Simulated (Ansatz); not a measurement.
# The gallium atom (doublet): wave-function methods side by side, aug-cc-pVDZ

How much of the correlation energy of the gallium atom (doublet) does each wave-function method recover here?

The runs use Ansatz 0.2.0, Gaussian basis; aug-cc-pVDZ, correlated electrons: outside noble gas.

Plan: UHF; CCSD(T) on ROHF; Full CI.

### 1 The atom

A free atom, in its lowest state of this spin that the program finds. No spin-orbit coupling is included. The filled d shell of Ga may be among the frozen orbitals whatever the setting's name suggests; the logs give the count.

1 atom, charge 0, spin multiplicity 2.

In the tables R marks a restricted open-shell determinant and U an unrestricted one; correlation energies count from the lowest restricted Hartree-Fock solution.

### 2 UHF

The input, in.yaml:

```yaml
crystal:
  periodic: [false, false, false]
  atoms:
    - {symbol: Ga, position_ang: [0.000000, 0.000000, 0.000000]}
basis:
  gaussian: {orbitals: aug-cc-pVDZ}
magnetization: {spin_polarized: true, initial_magnetization: 1}
hamiltonian: {xc: hf}
output: {orbitals: {seedname: orbitals}}
```

The run is started by

```
$ ansatz run in.yaml --threads 1 --pin off --events-out ev --progress --plain --max-ram 2393MiB
```

Further steps of the session: CCSD(T) on ROHF; Full CI.

Q: Predict the results of all the runs planned. Wanted: correlation energy, FCI; RMP2 from FCI; RCCSD from FCI; RCCSD(T) from FCI; T1 diagnostic; effectively unpaired electrons.

**Answer**, as computed:

| quantity | value |
| --- | --- |
| correlation energy, FCI | -1.3031 eV |
| RMP2 from FCI | +425.2 meV |
| RCCSD from FCI | +25.9 meV |
| RCCSD(T) from FCI | +7.7 meV |
| levels of the table within 1 kcal/mol (43 meV) | RCCSD, RCCSD(T) |
| T1 diagnostic | 0.024 |
| effectively unpaired electrons | 1.05 |

**Reading.** RCCSD(T) lands +7.7 meV from the yardstick (0.6 % of the correlation energy). One determinant dominates. These misses are within one basis, not against nature; the frozen cores of restricted and unrestricted runs differ, which can shift their rows.
